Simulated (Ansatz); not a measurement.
Wanted: the native input for an Ansatz 0.2.0 run.

```
Task                : relaxation of cell and atoms
Functional          : LDA
Potentials or basis : Ansatz PAW
Cutoff              : 420 eV (not typed: the program's choice for these potentials)
k mesh              : 9 × 9 × 7
Occupations         : fermi-dirac, width 0.05 eV
Spin                : no spin polarisation
```

AlO2:

```
Al O
1.0
     1.48816   -5.40283    0.00000
     1.48816    5.40283    0.00000
     0.00000    0.00000    3.64661
Al O
2 4
Direct
  0.66813 0.33187 0.75000
  0.33187 0.66813 0.25000
  0.06107 0.93893 0.75000
  0.93893 0.06107 0.25000
  0.29418 0.70582 0.75000
  0.70582 0.29418 0.25000
```

The cell comes from a database or a generator and needn't be the stable form of this composition.

The input as run:

input.yaml

```yaml
crystal:
  lattice:
    - [1.488162, -5.402833, 0.0]
    - [1.488162, 5.402833, 0.0]
    - [0.0, 0.0, 3.646612]
  atoms:
    - { symbol: Al, position: [0.668133, 0.331867, 0.75] }
    - { symbol: Al, position: [0.331867, 0.668133, 0.25] }
    - { symbol: O, position: [0.061072, 0.938928, 0.75] }
    - { symbol: O, position: [0.938928, 0.061072, 0.25] }
    - { symbol: O, position: [0.294184, 0.705816, 0.75] }
    - { symbol: O, position: [0.705816, 0.294184, 0.25] }
hamiltonian:
  xc: lda
  pseudopotentials: { kind: paw }
kpoints:
  mp_grid: { grid: [9, 9, 7] }
scf:
  occupations: { method: fermi_dirac, width: 0.05 }
output:
  forces: true
  stress: true
  eigenvalues: true
relax:
  f_tol: 0.01
  max_steps: 40
  cell: { stress_tol: 0.05 }
```

Potentials or basis: Ansatz PAW.

Launch:

```sh
$ ansatz run input.yaml --threads 2 --pin off --max-ram 5632MiB --backend cpu --events-out ev --progress --plain --runs-dir out
```

Results of the run:

* Relaxed volume: 8.32 Å³/atom
* Relaxed cell: a = 5.073 Å, b = 5.073 Å, c = 3.559 Å, α = 90.00°, β = 90.00°, γ = 146.96°
* Space group after relaxing (to 0.05 Å): Cmcm (No. 63)
* Energy gained by relaxing: 185.0 meV/atom
* Ionic steps: 12
* Pressure after relaxing: 0.0 GPa
* Band gap on the k mesh: 1.02 eV, indirect (least direct gap 1.09 eV)

Caveat: odd divisions of the mesh miss points on the zone boundary, where band edges often lie, so the gap on the mesh can be too wide; the plane-wave basis is chosen anew once the cell has moved, so the energies of steps on either side of that aren't comparable; the pressure holds a Pulay correction of +1.3 GPa for the finite cutoff; the PAW data sets come from PBE, with cores solved anew for the run's functional, which leaves a small shift of forces and pressure.

Wall time 87 s on 2 threads of AMD EPYC 7571, on a shared host, peak memory 0.46 GiB.
